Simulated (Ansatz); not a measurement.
two structures of C, a comparison of enthalpies under pressure

Program: Ansatz 0.2.0, Python API.

The cells in order, each with its output:

```python
import ansatz as az
import numpy as np
from tabulate import tabulate
```

```python
def fcc(first, a):
    return (
        az.Lattice.fcc(a)
        .space_group(225)
        .atom(first, (0, 0, 0))
        .primitive()
    )
```

```python
def sc(a_site, a):
    return (
        az.Lattice.cubic(a)
        .space_group(221)
        .atom(a_site, (0, 0, 0))
    )
```

```python
def ground_state(name, crystal, pressure=0.0):
    calc = crystal.calculation()
    calc = calc.functional("mr2scan").pseudopotentials("nc")
    calc = calc.scf(max_iterations=200).kpoints(spacing=0.39)
    calc = calc.occupations("fermi_dirac", width=0.05)
    calc = calc.relax(force_tolerance=0.01, cell=True, pressure=pressure)
    return calc.run(threads=1)
```

```python
def volume_per_atom(outcome):
    return abs(np.linalg.det(outcome.lattice.cell_ang)) / len(outcome.lattice.sites)
```

```python
phases = {}
phases["fcc"] = fcc("C", 3.0)
phases["sc"] = sc("C", 1.95)
```

```python
# H = E + PV, with 1 eV per cubic angstrom equal to 160.2 GPa
pressures = [0, 5, 10, 20]
enthalpy, volume = {name: [] for name in phases}, {name: [] for name in phases}
for p in pressures:
    for name, crystal in phases.items():
        o = ground_state(name, crystal, pressure=p)
        volume[name].append(volume_per_atom(o))
        enthalpy[name].append(o.report["energy_sigma0_ev"] / len(o.lattice.sites) + p * volume[name][-1] / 160.21766)
gap = np.array(enthalpy["sc"]) - np.array(enthalpy["fcc"])
rows = [(p, va, vb, 1000 * d) for p, va, vb, d in zip(pressures, volume["fcc"], volume["sc"], gap)]
print(tabulate(rows, headers=["P (GPa)", "V fcc (A^3/atom)", "V sc (A^3/atom)", "H(sc) - H(fcc) (meV/atom)"], floatfmt=".4f", tablefmt="github"))
crossings = [p0 - g0 * (p1 - p0) / (g1 - g0) for p0, p1, g0, g1 in zip(pressures, pressures[1:], gap, gap[1:]) if g0 * g1 < 0]
print("crossing near", [round(float(p), 1) for p in crossings], "GPa") if crossings else print("no crossing in this range")
```

    DeckWarning: basis.ecutwfc = 1200 eV, auto-derived from the records' recommended cutoffs: set by C (normal level)
    |   P (GPa) |   V fcc (A^3/atom) |   V sc (A^3/atom) |   H(sc) - H(fcc) (meV/atom) |
    |-----------|--------------------|-------------------|-----------------------------|
    |         0 |             7.3507 |            5.6112 |                  -1930.3147 |
    |         5 |             7.1509 |            5.5352 |                  -1982.5919 |
    |        10 |             6.9754 |            5.4634 |                  -2031.4731 |
    |        20 |             6.6773 |            5.3333 |                  -2120.7415 |
    no crossing in this range

What to keep in mind:
- The settings weren't tested for convergence.
- Such functionals run on norm-conserving files made under PBE, which can move pressures by some GPa.
- At a fixed pressure a relaxation lowers the enthalpy F + PV, while F alone can rise.
- For the metals among these phases the mesh is modest: differences between phases can be off by up to 40 meV an atom.
- Warnings are shown shortened and without file and line.
- Only these two structures are compared, at zero temperature and with their symmetry kept; either may be hypothetical, and another phase may be lower than both. Differences under about 40 meV an atom lie within the error of mesh and functional.
- The cells are prototypes set up for this calculation and needn't exist.
- Run time: 50 s on 1 thread of Arm Neoverse V1, on a shared host, peak memory 0.39 GiB.

(Lines on the test bed's own set-up are left out of the output.)
